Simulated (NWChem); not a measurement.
# the pair SiHBrO···CuCl, step by step

We compute the energy (singlet CuSiHBrClO, r2SCAN-D3(BJ)/def2-SVPD), then the energy (singlet SiHBrO, r2SCAN-D3(BJ)/def2-SVPD), then the energy (singlet CuCl, r2SCAN-D3(BJ)/def2-SVPD), then a single-point energy (singlet SiHBrO, r2SCAN-D3(BJ)/def2-SVPD), then the energy (singlet CuCl, r2SCAN-D3(BJ)/def2-SVPD) of BrClCuHOSi and its partners. 

Program for the calculation: NWChem 7.3.0.

### Step 1. The molecule

CuSiHBrClO has 6 atoms, charge 0, and is taken as a singlet. The two molecules were placed rigidly side by side, at 1.3 times their contact distance; the pair isn't optimised.

Bond lengths: O1–Si2 1.636 Å, Si2–Br3 2.289 Å, Cl5–Cu6 2.076 Å, O1–H4 0.963 Å. Angles: O1–Si2–Br3 101.2°, Si2–O1–H4 120.7°.

### Step 2. A single-point energy at r2SCAN-D3(BJ)/def2-SVPD (run 1)

Input file brclcuhosi.nw:

```
start brclcuhosi
title "BrClCuHOSi energy"
memory 2200 mb
charge 0

geometry units bohr noautosym nocenter noautoz
  O  -1.69901496  0.90740869 -0.84928071
  Si -1.14211268 -1.48252794  1.02967397
  Br  3.17232104 -1.34193232  1.31653440
  H  -0.33123120  1.91708936 -1.49688986
  Cl  3.16461096  2.71039639  9.26942789
  Cu  0.44123215  4.58334174  7.15620386
end

basis spherical bse
  * library def2-SVPD
end

dft
  xc r2scan
  disp vdw 4
  grid fine
  convergence energy 1e-08
  maxiter 100
  mulliken
  print low
end

task dft energy
```

Command:

```
$ nwchem brclcuhosi.nw > brclcuhosi.out
```

The program printed:

```text
[...]
 d= 0,ls=0.0,diis     1  -5039.1356484317 -5.67D+03  4.84D-02  2.38D+00    14.3
[...]
 d= 0,ls=0.5,diis    49  -5039.3520779722 -8.31D-09  8.15D-07  2.62D-08   459.3
         Total DFT energy =    -5039.352077978170
      One electron energy =    -8271.125082852037
           Coulomb energy =     2816.332133670175
    Exchange-Corr. energy =     -216.538540443411
 Nuclear repulsion energy =      631.981249055569
    Dispersion correction =       -0.001837408467
[...]
      Total Density - Mulliken Population Analysis
     ---------------------------------------------
    Atom       Charge   Shell Charges
 -----------   ------   -------------------------------------------------------
    1 O    8     8.55   1.99  1.10  0.63  0.07  2.88  1.72  0.14  0.01  0.01
    2 Si  14    13.27   2.00  1.99  1.30  0.29  0.05  5.92  0.89  0.59  0.21  0.01
    3 Br  35    35.40   2.00  2.00  1.99  1.45  0.50  0.03  6.00  5.98  2.38  2.90  0.13  8.19  1.74  0.09  0.03
    4 H    1     0.80   0.68  0.05  0.07  0.00
    5 Cl  17    17.43   2.00  1.99  1.25  0.70 -0.04  5.93  2.12  3.19  0.23  0.02  0.05
    6 Cu  29    28.55   2.00  2.00  2.00  0.55  0.03  6.00  6.00  0.16  0.02  7.88  1.92  0.00
[...]
```

Wall time 7.8 min (1 thread of AMD EPYC 7R43 (Zen 3), shared host); peak memory 0.12 GiB.

### Step 3. SiHBrO: the energy at r2SCAN-D3(BJ)/def2-SVPD (run 2)

Input file brhosi.nw:

```
start brhosi
title "BrHOSi"
memory 2200 mb
geometry units angstrom noautosym nocenter noautoz
O     -0.899080     0.480180    -0.449420
Si    -0.604380    -0.784520     0.544880
Br     1.678720    -0.710120     0.696680
H     -0.175280     1.014480    -0.792120
end
basis spherical bse
* library def2-SVPD
end
dft
xc r2scan
disp vdw 4
grid fine
convergence energy 1e-08
iterations 100
mulliken
print low
end
task dft
```

Command:

```
$ nwchem brhosi.nw > brhosi.out
```

The program printed:

```text
[...]
 d= 0,ls=0.0,diis     1  -2938.9433976480 -3.15D+03  1.58D-02  6.38D-01     4.1
[...]
 d= 0,ls=0.0,diis    11  -2939.0134150006 -1.40D-10  2.15D-07  2.95D-10    29.3
         Total DFT energy =    -2939.013415000623
      One electron energy =    -4509.387755271948
           Coulomb energy =     1479.656125323713
    Exchange-Corr. energy =     -121.121014715049
 Nuclear repulsion energy =      211.840029481206
    Dispersion correction =       -0.000799818546
[...]
      Total Density - Mulliken Population Analysis
     ---------------------------------------------
    Atom       Charge   Shell Charges
 -----------   ------   -------------------------------------------------------
    1 O    8     8.51   1.99  1.10  0.63  0.05  2.87  1.72  0.13  0.01  0.01
    2 Si  14    13.27   2.00  1.99  1.30  0.31  0.05  5.92  0.89  0.59  0.21  0.01
    3 Br  35    35.41   2.00  2.00  1.99  1.45  0.51  0.03  6.00  5.98  2.38  2.91  0.13  8.19  1.74  0.09  0.02
    4 H    1     0.81   0.68  0.05  0.07  0.00
[...]
```

It took 30 s on 1 thread of AMD EPYC 7R43 (Zen 3), shared host; peak memory 0.11 GiB.

### Step 4. CuCl: the energy at r2SCAN-D3(BJ)/def2-SVPD (run 3)

Input file clcu.nw:

```
start clcu
title "ClCu energy"
memory 2200 mb
charge 0

geometry units angstroms noautosym nocenter noautoz
Cl    1.674640    1.434280    4.905170
Cu    0.233490    2.425400    3.786900
end

basis spherical bse
* library def2-SVPD
end

dft
xc r2scan
disp vdw 4
grid fine
convergence energy 1e-08
iterations 100
mulliken
print low
end

task dft energy
```

Command:

```
$ nwchem clcu.nw > clcu.out
```

The program printed:

```text
Northwest Computational Chemistry Package (NWChem) 7.3.0
             --------------------------------------------------------

           Job information
           ---------------

    nwchem branch   = 7.3.0
    use scalapack   = T
    input           = clcu.nw
    prefix          = clcu.
    data base       = ./clcu.db
    status          = startup
    nproc           =        1

           Memory information
           ------------------

    heap     =     72089594 doubles =      550.0 Mbytes
    stack    =     72089599 doubles =      550.0 Mbytes
    global   =    144179200 doubles =     1100.0 Mbytes (distinct from heap & stack)
    total    =    288358393 doubles =     2200.0 Mbytes
    verify   = yes
    hardfail = no

           Directory information
           ---------------------

  0 permanent = .
  0 scratch   = .

                                NWChem Input Module
                                -------------------

                                    ClCu energy
                                    -----------

[... 21 lines left out ...]
            Nuclear Dipole moment (a.u.)
[... 51 lines left out ...]
    Atom       Charge   Shell Charges
 -----------   ------   -------------------------------------------------------
    1 Cl  17    17.50   2.00  1.99  1.24  0.70 -0.02  5.94  2.15  3.30  0.17  0.01  0.02
    2 Cu  29    28.50   2.00  2.00  2.00  0.42  0.01  6.00  6.01  0.07  0.00  8.42  1.56  0.00
   Time prior to 1st pass:      0.6

           Memory utilization after 1st SCF pass:
           Heap Space remaining (MW):       37.39            37386786
          Stack Space remaining (MW):       72.09            72089148

   convergence    iter        energy       DeltaE   RMS-Dens  Diis-err    time
 ---------------- ----- ----------------- --------- --------- ---------  ------
 d= 0,ls=0.0,diis     1  -2100.1937820975 -2.23D+03  2.11D-01  1.72D+00     1.7
 d= 0,ls=0.5,diis     2  -2084.6803279300  1.55D+01  7.97D-02  1.27D+02     2.8
 d= 0,ls=0.5,diis     3  -2089.9867007161 -5.31D+00  4.82D-02  1.06D+02     3.9
[... 6 lines of this table left out ...]
 d= 0,ls=0.5,diis    10  -2099.7277037633  7.92D-02  1.38D-03  6.89D+00    11.5
  Resetting Diis
 d= 0,ls=0.5,diis    11  -2099.7069833921  2.07D-02  5.64D-04  7.06D+00    12.4
 d= 0,ls=0.5,diis    12  -2099.7196550151 -1.27D-02  5.14D-02  6.92D+00    13.5
 d= 0,ls=0.5,diis    13  -2098.1643639159  1.56D+00  1.35D-02  3.79D+01    14.5
[... 39 lines of this table left out ...]
 d= 0,ls=0.5,diis    53  -2100.3363074710 -8.43D-09  1.85D-06  8.46D-08    66.8
```

It took 68 s on 1 thread of AMD EPYC 7R43 (Zen 3), shared host.

The run was cut off at its time limit.

### Step 5. SiHBrO among ghost functions: a single-point energy at r2SCAN-D3(BJ)/def2-SVPD (with ghost functions) (run 4)

Input file brhosi.nw:

```
start brhosi
memory total 2200 mb

geometry units atomic noautosym nocenter noautoz
  O   -1.69901496   0.90740869  -0.84928071
  Si  -1.14211268  -1.48252794   1.02967397
  Br   3.17232104  -1.34193232   1.31653440
  H   -0.33123120   1.91708936  -1.49688986
  bqCl     3.164611     2.710396     9.269428
  bqCu     0.441232     4.583342     7.156204
end

basis spherical bse
  O library def2-SVPD
  Si library def2-SVPD
  Br library def2-SVPD
  H library def2-SVPD
  bqCl library Cl def2-SVPD
  bqCu library Cu def2-SVPD
end

dft
  xc r2scan
  disp vdw 4
  grid fine
  convergence energy 1e-08
  maxiter 100
  mulliken
  print low
end

task dft energy
```

Command:

```
$ nwchem brhosi.nw > brhosi.out
```

The program printed:

```text
[...]
 d= 0,ls=0.0,diis     1  -2938.9435850408 -3.15D+03  9.74D-03  6.39D-01     9.8
[...]
 d= 0,ls=0.0,diis    11  -2939.0135807838 -1.23D-10  1.36D-07  2.89D-10    87.3
         Total DFT energy =    -2939.013580783785
      One electron energy =    -4509.387753053054
           Coulomb energy =     1479.655754094561
    Exchange-Corr. energy =     -121.120796180159
 Nuclear repulsion energy =      211.840014173407
    Dispersion correction =       -0.000799818539
[...]
      Total Density - Mulliken Population Analysis
     ---------------------------------------------
    Atom       Charge   Shell Charges
 -----------   ------   -------------------------------------------------------
    1 O    8     8.52   1.99  1.10  0.63  0.06  2.87  1.72  0.13  0.01  0.01
    2 Si  14    13.25   2.00  1.99  1.31  0.29  0.05  5.92  0.89  0.58  0.21  0.01
    3 Br  35    35.42   2.00  2.00  1.99  1.45  0.50  0.03  6.00  5.98  2.38  2.92  0.13  8.19  1.74  0.09  0.02
    4 H    1     0.80   0.68  0.05  0.07  0.00
    5 X    0     0.00  -0.00 -0.00  0.00 -0.00  0.00  0.00 -0.00 -0.00  0.00 -0.00  0.00
    6 X    0    -0.01  -0.00 -0.00 -0.00  0.00 -0.00  0.00 -0.00  0.00 -0.00 -0.00 -0.00 -0.00
[...]
```

Run time: 88 s. Hardware: 1 thread of AMD EPYC 7R43 (Zen 3), shared host; peak memory 0.12 GiB.

### Step 6. CuCl among ghost functions: a single-point energy at r2SCAN-D3(BJ)/def2-SVPD (with ghost functions) (run 5)

Input file clcu.nw:

```
start clcu
title "ClCu energy"
memory stack 880 mb heap 220 mb global 1100 mb
geometry units au noautosym nocenter noautoz
   Cl     3.16461096     2.71039639     9.26942789
   Cu     0.44123215     4.58334174     7.15620386
   bqO     -1.699015     0.907409    -0.849281
   bqSi    -1.142113    -1.482528     1.029674
   bqBr     3.172321    -1.341932     1.316534
   bqH     -0.331231     1.917089    -1.496890
end
basis spherical bse
   Cl library def2-SVPD
   Cu library def2-SVPD
   bqO library O def2-SVPD
   bqSi library Si def2-SVPD
   bqBr library Br def2-SVPD
   bqH library H def2-SVPD
end
dft
   xc r2scan
   disp vdw 4
   grid fine
   convergence energy 1e-08
   iterations 100
   mulliken
   print low
end
task dft
```

Command:

```
$ nwchem clcu.nw > clcu.out
```

The program printed:

```text
[...]
 d= 0,ls=0.0,diis     1  -2100.1947185204 -2.23D+03  1.29D-01  1.73D+00    12.2
[...]
 d= 0,ls=0.0,diis    11  -2100.3380615314 -4.26D-09  2.66D-07  2.62D-09   116.0
         Total DFT energy =    -2100.338061531381
      One electron energy =    -3173.055743599864
           Coulomb energy =     1042.472181250974
    Exchange-Corr. energy =      -95.421329792536
 Nuclear repulsion energy =      125.667076220722
    Dispersion correction =       -0.000245610679
[...]
      Total Density - Mulliken Population Analysis
     ---------------------------------------------
    Atom       Charge   Shell Charges
 -----------   ------   -------------------------------------------------------
    1 Cl  17    17.44   2.00  1.99  1.25  0.70 -0.04  5.93  2.12  3.20  0.23  0.02  0.05
    2 Cu  29    28.55   2.00  2.00  2.00  0.54  0.02  6.00  6.00  0.16  0.02  7.88  1.92  0.00
    3 X    0     0.01   0.00 -0.00  0.00  0.00 -0.00 -0.00  0.00 -0.00 -0.00
    4 X    0     0.00  -0.00 -0.00  0.00 -0.00  0.01 -0.00 -0.00 -0.00 -0.00  0.00
    5 X    0     0.00  -0.00 -0.00 -0.00  0.00 -0.00  0.00 -0.00 -0.00  0.00 -0.00  0.00 -0.00  0.00 -0.00  0.00
    6 X    0    -0.00  -0.00 -0.00 -0.00 -0.00
[...]
```

Wall time 2 min (1 thread of AMD EPYC 7R43 (Zen 3), shared host); peak memory 0.13 GiB.

### Step 7. What came out

```
                                                                                                                  quantity                value
                                                                              run 1, r2SCAN-D3(BJ)/def2-SVPD: total energy       -5039.35208 Eh
                                                                         run 1, r2SCAN-D3(BJ)/def2-SVPD: dispersion energy         -4.82 kJ/mol
                                                                                                      SiHBrO: total energy       -2939.01342 Eh
                                                                                                 SiHBrO: dispersion energy         -2.10 kJ/mol
                                                                                SiHBrO among ghost functions: total energy       -2939.01358 Eh
                                                                           SiHBrO among ghost functions: dispersion energy         -2.10 kJ/mol
                                                                                  CuCl among ghost functions: total energy       -2100.33806 Eh
                                                                             CuCl among ghost functions: dispersion energy         -0.64 kJ/mol
                                                                                                                      CuCl  no result (timeout)
interaction energy of the rigid parts SiHBrO and CuCl (parts in the whole basis, counterpoise; closest atoms 4.63 Å apart)            -0.012 eV
```

In words: The interaction energy of the rigid parts SiHBrO and CuCl (parts in the whole basis, counterpoise; closest atoms 4.63 Å apart) is −0.01 eV (−0.3 kcal/mol). Mulliken charges (run 1, r2SCAN-D3(BJ)/def2-SVPD) run from -0.55 on O1 to +0.73 on Si2; in a basis this large or diffuse they mean little. Mulliken charges (SiHBrO) run from -0.51 on O1 to +0.73 on Si2; in a basis this large or diffuse they mean little. 1 of the 5 runs did not end normally.
